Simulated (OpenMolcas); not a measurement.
# Re⁵⁺ with 4 ligands (chloride): CASSCF and CASPT2 levels and susceptibility

Aim: the ligand-field states of Re⁵⁺ in this surrounding, its lowest levels with spin-orbit coupling and its magnetic susceptibility.

The numbers are computed with OpenMolcas 26.06 (state-averaged CASSCF and CASPT2, spin-orbit coupling by RASSI with atomic mean-field integrals), except any that are marked as measured or tabulated.

### Step 1. The atom as given

- Species: Re⁵⁺ (rhenium, Z = 75, 70 electrons)
- Basis: ANO-RCC-VDZP [7s6p4d2f1g], 140 functions with the ligands
- Scalar Hamiltonian: DKH2, point nucleus
- Inactive shells: 1s 2s 2p 3s 3p 3d 4s 4p 4d 4f 5s 5p of the metal, and all ligand shells
- Active space: 2 electrons in 5 orbitals (5d)
- Some configurations of this space: 5d2
- Orbitals: optimised for each spin and parity, averaged over all roots

Outer shells as boxes (Hund's rule):

5d2
```
5d [↑ ][↑ ][  ][  ][  ]
```

Re⁵⁺ is taken with 4 ligands (chloride) in square coordination (D4h) at 2.12 Å. Ligand basis ANO-RCC-VDZP. The distances are assumed, not relaxed.

```xyz
5

Re    0.0000    0.0000    0.0000
Cl    2.1200    0.0000    0.0000
Cl    0.0000    2.1200    0.0000
Cl   -2.1200    0.0000    0.0000
Cl    0.0000   -2.1200    0.0000
```

The work runs as a chain of OpenMolcas steps in one folder; each step below is one input file. Labels, J, g values, rates, χT and fits are worked out afterwards by a script from the matrices that RASSI stores.

### Step 2. Basis and integrals

The input, a.inp:

```
&GATEWAY
Coord
5

Re 0.0 0.0 0.0
Cl 2.120000 0.000000 0.000000
Cl 0.000000 2.120000 0.000000
Cl -2.120000 0.000000 0.000000
Cl 0.000000 -2.120000 0.000000
Basis=Re.ANO-RCC-VDZP,Cl.ANO-RCC-VDZP
Group=XYZ
NoMove
AngMom=0.0 0.0 0.0
AMFI
RICD
&SEWARD
```

Launch:

```bash
$ OMP_NUM_THREADS=1 MOLCAS_MEM=2457 MOLCAS_PROJECT=a pymolcas a.inp > a.log
```

### Step 3. Reference wave functions, triplets of even parity, 10 roots

The input, a.inp:

```
&RASSCF
FileOrb=start.orb
Symmetry=1
Spin=3
nActEl=2 0 0
Inactive=33 37
Ras2=5 0
CIRoot=10 10 1
SDav=10
CIMx=300
Iter=150 100
PrWF=0.3
OrbListing=Nothing
MaxOrb=0
LevShft=1.0
>>> COPY $Project.JobIph JOB001
```

start.orb holds start orbitals that the driver prepared beforehand, or those of the step before.

### Step 4. CASSCF: singlets of even parity, 15 roots

The input, a.inp:

```
&RASSCF
FileOrb=start.orb
Symmetry=1
Spin=1
nActEl=2 0 0
Inactive=33 37
Ras2=5 0
CIRoot=15 15 1
SDav=15
CIMx=300
Iter=150 100
PrWF=0.3
OrbListing=Nothing
MaxOrb=0
LevShft=1.0
>>> COPY $Project.JobIph JOB002
```

### Step 5. RASSI: spin-orbit coupling between the states

The input, a.inp:

```
&RASSI
NrOfJobIphs=2 10 15
1 2 3 4 5 6 7 8 9 10
1 2 3 4 5 6 7 8 9 10 11 12 13 14 15
IphNames
JOB001
JOB002
EJob
SpinOrbit
DIPRint=1.0
SOCoupling=1000.0
Subsets=2
Property=9
'ANGMOM' 1 'ANGMOM' 2 'ANGMOM' 3 'MLTPL  1' 1 'MLTPL  1' 2 'MLTPL  1' 3
'AMFI' 1 'AMFI' 2 'AMFI' 3
SOProperty=3
'ANGMOM' 1 'ANGMOM' 2 'ANGMOM' 3
```

### Step 6. CASPT2: IPEA 0.25, imaginary shift 0.1 (closed shells correlated: 5s 5p of the metal, with ligand shells; the Frozen line counts the rest)

The input, a.inp:

```
>>> COPY JOB001 $Project.JobIph
&CASPT2
Multistate=10 1 2 3 4 5 6 7 8 9 10
NoMult
Frozen=24 26
IPEA=0.25
Imaginary=0.1
MaxIter=60
WThr=0.0 0.3 0.05
PrWF=0.5
NoMix
>>> COPY JOB002 $Project.JobIph
&CASPT2
Multistate=15 1 2 3 4 5 6 7 8 9 10 11 12 13 14 15
NoMult
Frozen=24 26
IPEA=0.25
Imaginary=0.1
MaxIter=60
WThr=0.0 0.3 0.05
PrWF=0.5
NoMix
```

(Steps that only read results are left out.)

Q: Predict the outcome of this session. Wanted: spin-free ground state; first state of the same spin within the active space; lowest level; next level.

As calculated:

| quantity | value |
| --- | --- |
| method | SS-CASPT2, IPEA 0.25, imaginary shift 0.1 (closed shells correlated: 5s 5p of the metal, with ligand shells; the Frozen line counts the rest) |
| spin-free ground state | singlet, 1-fold in its orbital part |
| first state of the same spin within the active space | singlet at 9800 cm⁻¹ |
| lowest level | 1-fold |
| next level | 6652.1 cm⁻¹ |
| χT at 300 K | 0.02 cm³ K/mol |
| effective moment at 300 K | 0.41 μB |

Cost by method:

```tsv
method	time of its own steps	time with the reference
A. CASSCF	26 s	26 s
B. SS-CASPT2, IPEA 0.25, imaginary shift 0.1, +5s 5p	47 s	73 s
```

Times are of one thread on a shared host.

**Reading.** The spin-free ground state (singlet) is 1-fold and has less than the highest spin computed. The bonds are covalent and no ligand orbital is active, so the numbers are rough.
